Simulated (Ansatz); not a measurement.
This script drives Ansatz 0.2.0, Python API.

`relaxed_scan_bbrho.py`
```python
import ansatz as az
import numpy as np


def main() -> None:
    geometry_ang = [
        ("O", (-0.1685, 0.4818, -0.8628)),
        ("B", (-0.5898, -0.4241, 0.1713)),
        ("Br", (0.7924, -1.5055, 1.0684)),
        ("H", (0.0215, 1.3874, -0.3972)),
    ]
    molecule = az.Crystal.molecule()
    for symbol, xyz in geometry_ang:
        molecule = molecule.atom(symbol, xyz)

    base = molecule.calculation()
    base = base.basis(gaussian="def2-SVP")
    base = base.functional("pbe0", dispersion="d3bj")
    base = base.spin("collinear", total=1)
    symbols = [site.symbol for site in molecule.cartesian_sites]
    pairs = [(0, 1), (0, 3), (1, 2)]
    print("held (A)   E (eV)        ", "  ".join(f"{symbols[i]}{i}-{symbols[j]}{j}" for i, j in pairs))
    for length in [0.95, 1.04, 1.12, 1.24, 1.4]:
        data = base.relax(constraints=[az.DistanceConstraint((0, 3), at=length)], force_tolerance=0.02, max_steps=60).run().report
        xyz = np.array(data["positions_ang"])
        print(f"{length:6.2f} {data['free_energy_ev']:14.5f}  ", "  ".join(f"{np.linalg.norm(xyz[i] - xyz[j]):.3f}" for i, j in pairs))


if __name__ == "__main__":
    main()
```

It is started by `python relaxed_scan_bbrho.py`. How long does it take on 1 thread of INTEL(R) XEON(R) PLATINUM 8581C CPU @ 2.10GHz (Emerald Rapids) (shared host), and how much memory does it need?

It took about 2.2 min, with a peak of 0.25 GiB, for 5 runs of the engine.

```console
$ python relaxed_scan_bbrho.py
held (A)   E (eV)         O0-B1  O0-H3  B1-Br2
DeckWarning: relax.constraints: the input's atoms, or those drawn, lie off the distances that are held; a relaxation that starts there is brought onto them ahead of its first SCF, by positions alone, [...]
  0.95   -72764.48499   1.325  0.950  1.923
  1.04   -72764.38989   1.323  1.040  1.922
  1.12   -72764.09939   1.320  1.120  1.919
  1.24   -72763.52746   1.309  1.240  1.909
  1.40   -72762.92324   1.257  1.400  1.868
```
(Warnings from the package without file and line, shortened, repeats left out.)

Caveats:
- Total energies depend on the basis set; only differences at equal settings carry meaning.
- The energies are electronic: no zero-point or thermal terms, and the basis set is short of its limit.
- The species is open-shell (spin multiplicity 2).
